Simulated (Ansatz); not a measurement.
# Tl (Tl, simple cubic): the cost of one run

Computed with Ansatz 0.2.0 (DFT r2SCAN, plane waves (500 eV) with PAW, scalar-relativistic; the PAW data stem from PBE, with regenerated cores, unless a step says otherwise).

## 1. The system as given

Symmetry: Pm-3m, No. 221, cubic system. Conventional cell: a = 3.117 Å, b = 3.117 Å, c = 3.117 Å, α = 90.00°, β = 90.00°, γ = 90.00°. Around Tl (site symmetry m-3m) lie 6 Tl at 3.12 Å.

As a file:

```
CELL_PARAMETERS angstrom
3.11688 0.00000 0.00000
0.00000 3.11688 0.00000
0.00000 0.00000 3.11688
ATOMIC_POSITIONS crystal
Tl 0.00000 0.00000 0.00000
```

## 2. Relaxation of the cell

Input file input.yaml:

```yaml
crystal:
  lattice:
    - [3.1168762379, 0.0, 0.0]
    - [0.0, 3.1168762379, 0.0]
    - [0.0, 0.0, 3.1168762379]
  atoms:
    - { symbol: Tl, position: [0.0, 0.0, 0.0] }
hamiltonian:
  xc: r2scan
  pseudopotentials:
    kind: paw
    azcp:
      Tl: "pseudopotentials/Tl.paw.azcp"
basis:
  ecutwfc: 500
  fft_grid_basis: typed
kpoints:
  mp_grid: { grid: [10, 10, 10], shift: [0, 0, 0] }
magnetization:
  spin_polarized: false
scf:
  occupations: { method: fermi_dirac, width: 0.1 }
relax:
  max_steps: 60
  f_tol: 0.01
  cell: {}
```

Run with:

```
$ ansatz run input.yaml --threads 1 --pin off --max-ram 3584MiB --backend cpu --events-out ev --progress --plain --runs-dir out
```

**Question.** How long does this run take on 1 thread of Intel Xeon Platinum 8259CL at 2.50GHz (Skylake/Cascade Lake), shared host, and how much memory does it need?

About 16 s, with a peak of 0.54 GiB.
